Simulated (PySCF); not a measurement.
# C4H7BN2: the cost of one run

Computed with PySCF 2.14.0, with density-fitted response routines of our own, on a single molecule in the gas phase. Atoms count from 0, in the outputs and in this text.

## 1. Starting geometry

14 atoms, charge 0, multiplicity 1; geometry from: GFN2-xTB.

Bonds of the start (Å): C0–C1 1.20, C1–B2 1.53, B2–N3 1.39, N3–C4 1.24, B2–N5 1.40, N5–C6 1.44, C0–H7 1.05, C4–H8 1.10, C4–H9 1.09, N5–H10 1.01, C6–H11 1.10, C6–H12 1.09, C6–H13 1.10.

## 2. J couplings: B3LYP/pcJ-1

Job settings and geometry (Å):

```
{"job": {"kind": "j", "xc": "B3LYP", "basis": "pcJ-1"}, "charge": 0, "multiplicity": 1}
C     -0.129452     2.635587    -0.224075
C     -0.215549     1.454913    -0.016873
B     -0.333387    -0.042674     0.266917
N     -1.615071    -0.578461     0.349022
C     -2.642778    -0.870907     0.971937
N      0.804648    -0.862830     0.309613
C      2.165734    -0.464542     0.054748
H     -0.047781     3.668047    -0.408262
H     -2.751466    -0.764882     2.057983
H     -3.514326    -1.264284     0.447592
H      0.703925    -1.850007     0.488287
H      2.575142    -0.983064    -0.819333
H      2.190982     0.606976    -0.133888
H      2.808702    -0.684346     0.914191
```

With the program's defaults for keys left out, this is: B3LYP/pcJ-1 indirect spin-spin coupling, non-relativistic, gas phase.

The run is started by

```sh
$ OMP_NUM_THREADS=1 python probes_run.py task.json out
```

The driver reads the jobs from task.json and runs them one after another.

**Question.** How long does this job take on 1 thread of Arm Neoverse V1, shared host, and how much memory does it need?

About 2.2 min, with a peak of 1 GiB.
